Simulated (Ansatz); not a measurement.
# CH₆BGa: how energies converge with the basis set

How large a basis does CH₆BGa need? Two functionals are run in growing sets.

Computed with Ansatz 0.2.0, Gaussian basis. Level: one geometry, several basis sets.

Plan: PBE0-D4/def2-SVP; ωB97M-V/def2-SVP; PBE0-D4/def2-QZVPP; ωB97M-V/def2-QZVPP; the functionals' def2-TZVPP values are taken from earlier runs.

## Step 1: Structure used throughout

All runs share one geometry, relaxed beforehand with PBE0-D4 in a triple-zeta def2 set.

SMILES `C[BH][GaH2]`, 9 atoms, charge 0, spin multiplicity 1.

Atoms are counted from 1 here; the program's logs count them from 0.

Bond lengths: C1–B2 1.556 Å, C1–H4 1.094 Å, C1–H5 1.104 Å, C1–H6 1.091 Å, B2–Ga3 2.078 Å, B2–H7 1.205 Å, Ga3–H8 1.579 Å, Ga3–H9 1.579 Å. Angles: B2–C1–H4 113.6°, B2–C1–H5 103.4°, B2–C1–H6 117.2°, H4–C1–H5 104.9°, H4–C1–H6 109.8°, H5–C1–H6 106.7°, C1–B2–Ga3 126.0°, C1–B2–H7 116.3°, Ga3–B2–H7 117.6°, B2–Ga3–H8 122.9°, B2–Ga3–H9 122.6°, H8–Ga3–H9 114.5°.

## Step 2: PBE0-D4 in def2-SVP

Contents of in.yaml:

```yaml
crystal:
  periodic: [false, false, false]
  atoms:
    - {symbol: C, position_ang: [-0.655962, 1.050474, -0.726069]}
    - {symbol: B, position_ang: [-0.436046, -0.403635, -0.216425]}
    - {symbol: Ga, position_ang: [1.038694, -1.022191, 1.111101]}
    - {symbol: H, position_ang: [-1.704776, 1.292797, -0.920296]}
    - {symbol: H, position_ang: [-0.175744, 1.049276, -1.720507]}
    - {symbol: H, position_ang: [-0.191167, 1.855171, -0.155028]}
    - {symbol: H, position_ang: [-1.154214, -1.249052, -0.686624]}
    - {symbol: H, position_ang: [2.492175, -1.430881, 0.648484]}
    - {symbol: H, position_ang: [0.787030, -1.141950, 2.665354]}
basis:
  gaussian: {orbitals: def2-SVP}
hamiltonian: {xc: pbe0, dispersion: d4}
output: {orbitals: {seedname: orbitals}}
```

Launch:

```
> ansatz run in.yaml --threads 2 --pin off --events-out ev --progress --plain --max-ram 22528MiB --backend cpu
```

After this run come: ωB97M-V in def2-SVP; PBE0-D4 in def2-QZVPP; ωB97M-V in def2-QZVPP.

**Question.** What will the summary of the whole plan be? Wanted: PBE0-D4: double and triple zeta above quadruple; ωB97M-V: double and triple zeta above quadruple.

**Answer**, as computed:

| quantity | value |
| --- | --- |
| PBE0-D4: double and triple zeta above quadruple | 9.97, 1.30 eV |
| ωB97M-V: double and triple zeta above quadruple | 10.08, 1.27 eV |

PBE0-D4 gains 8.67 eV from double to triple zeta, then 1.30 eV more. Total energies overstate the basis error of differences, where much of it tends to cancel.
